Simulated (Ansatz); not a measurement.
# C3H2F6: one species, many methods

Aim: compute C3H2F6 with functionals from several rungs and with coupled cluster. The yardstick is the atomisation energy at the CCSD(T) limit.

Program: Ansatz 0.2.0, Gaussian basis. Level of theory: functionals in def2-TZVPP, the program's frozen cores in correlated methods. These are calculated values, not measurements.

Levels to be run: LDA (SPW92), PBE-D4, revPBE-D4, BLYP-D4, r2SCAN-D4, B97M-V, PBE0-D4, B3LYP-D4, r2SCANh-D4, r2SCAN0-D4, HSE06-D4, BHLYP-D4, CAM-B3LYP-D4, LC-ωPBE, ωB97X-V, ωB97M-V, B2PLYP, PBE-QIDH; CCSD(T)/def2-SVP; CCSD(T)/def2-TZVPP; MP2/def2-QZVPP; extrapolation to the limit; RPA on PBE.

## 1. The relaxed structure

All runs share one geometry, relaxed beforehand with PBE0-D4 in a triple-zeta def2 set.

SMILES `FCC(F)(F)C(F)(F)F`, 11 atoms, charge 0, spin multiplicity 1.

Atoms are counted from 1 here; the program's logs count them from 0.

Bond lengths: F1–C2 1.365 Å, C2–C3 1.517 Å, C2–H10 1.092 Å, C2–H11 1.092 Å, C3–F4 1.346 Å, C3–F5 1.346 Å, C3–C6 1.544 Å, C6–F7 1.322 Å, C6–F8 1.333 Å, C6–F9 1.332 Å. Angles: F1–C2–C3 108.9°, F1–C2–H10 109.4°, F1–C2–H11 109.4°, C3–C2–H10 109.4°, C3–C2–H11 109.4°, H10–C2–H11 110.2°, C2–C3–F4 110.5°, C2–C3–F5 110.5°, C2–C3–C6 112.4°, F4–C3–F5 108.0°, F4–C3–C6 107.6°, F5–C3–C6 107.6°, C3–C6–F7 110.9°, C3–C6–F8 110.1°, C3–C6–F9 110.1°, F7–C6–F8 108.8°, F7–C6–F9 108.8°, F8–C6–F9 108.3°.

## 2. LDA

This LDA is Slater exchange with PW92 correlation.

in.yaml reads:

```yaml
crystal:
  periodic: [false, false, false]
  atoms:
    - {symbol: F, position_ang: [-1.802975, 0.031829, -1.619712]}
    - {symbol: C, position_ang: [-0.554260, 0.293961, -1.135319]}
    - {symbol: C, position_ang: [-0.437123, -0.289055, 0.259983]}
    - {symbol: F, position_ang: [-0.643768, -1.618567, 0.233465]}
    - {symbol: F, position_ang: [-1.355321, 0.258577, 1.077398]}
    - {symbol: C, position_ang: [0.952991, -0.043909, 0.886376]}
    - {symbol: F, position_ang: [1.017390, -0.555395, 2.103967]}
    - {symbol: F, position_ang: [1.198138, 1.264140, 0.957266]}
    - {symbol: F, position_ang: [1.898675, -0.605886, 0.134473]}
    - {symbol: H, position_ang: [0.192355, -0.167358, -1.785938]}
    - {symbol: H, position_ang: [-0.400701, 1.374661, -1.091456]}
basis:
  gaussian: {orbitals: def2-TZVPP}
hamiltonian: {xc: lda}
output: {orbitals: {seedname: orbitals}}
```

The run is started by

```console
> ansatz run in.yaml --threads 2 --pin off --events-out ev --progress --plain --max-ram 32768MiB --backend cuda --devices 0, --max-vram 18GiB
```

Further steps of the session: PBE-D4 (GGA); revPBE-D4 (GGA); BLYP-D4 (GGA); r2SCAN-D4 (meta-GGA); B97M-V (meta-GGA); PBE0-D4 (hybrid); B3LYP-D4 (hybrid); r2SCANh-D4 (hybrid); r2SCAN0-D4 (hybrid); HSE06-D4 (hybrid); BHLYP-D4 (hybrid); CAM-B3LYP-D4 (range-separated); LC-ωPBE (range-separated); ωB97X-V (range-separated); ωB97M-V (range-separated); B2PLYP (double hybrid); PBE-QIDH (double hybrid); CCSD(T) in def2-SVP; CCSD(T) in def2-TZVPP; MP2 in def2-QZVPP; RPA on PBE orbitals.

Before running them: what should the planned runs give, taken together? Wanted: atomisation energy, CCSD(T)/CBS; farthest beyond LDA; mean size of error, GGA; mean size of error, meta-GGA; mean size of error, hybrid; mean size of error, range-separated; mean size of error, double hybrid; gap, smallest and largest; T1 diagnostic.

As calculated:

| quantity | value |
| --- | --- |
| atomisation energy, CCSD(T)/CBS | 4493.9 kJ/mol |
| functionals within 22.5 kJ/mol (0.5 %) | B97M-V, r2SCANh-D4, PBE-QIDH |
| farthest beyond LDA | BHLYP-D4 (-274.5 kJ/mol) |
| mean size of error, GGA | 93.0 kJ/mol |
| mean size of error, meta-GGA | 24.8 kJ/mol |
| mean size of error, hybrid | 86.1 kJ/mol |
| mean size of error, range-separated | 39.1 kJ/mol |
| mean size of error, double hybrid | 37.4 kJ/mol |
| gap, smallest and largest | 7.98 eV (LDA (SPW92)), 16.20 eV (LC-ωPBE) |
| T1 diagnostic | 0.0118 |
| triples share of the correlation energy | 3.2 % |

What this shows: LDA overbinds by 1006.7 kJ/mol (22 %). PBE-D4 misses by +225.0 kJ/mol. Double hybrids carry the basis error of their MP2 part in triple zeta, and no dispersion term here, so their miss is partly the set-up's. Taken by rung, meta-GGA functionals do best (24.8 kJ/mol on average) and GGA ones worst beyond LDA (93.0 kJ/mol). The reference freezes the cores and leaves out relativity and excitations past (T), so misses under about 22.5 kJ/mol can't be ranked. Hartree-Fock recovers 68 % of the binding; the rest is correlation. CCSD(T) in def2-SVP is off by -206.7 kJ/mol, more than most functionals: a good method in a small basis is no reference. The gap grows from 8.0 to 16.2 eV across the functionals, mostly with the share of exact exchange.
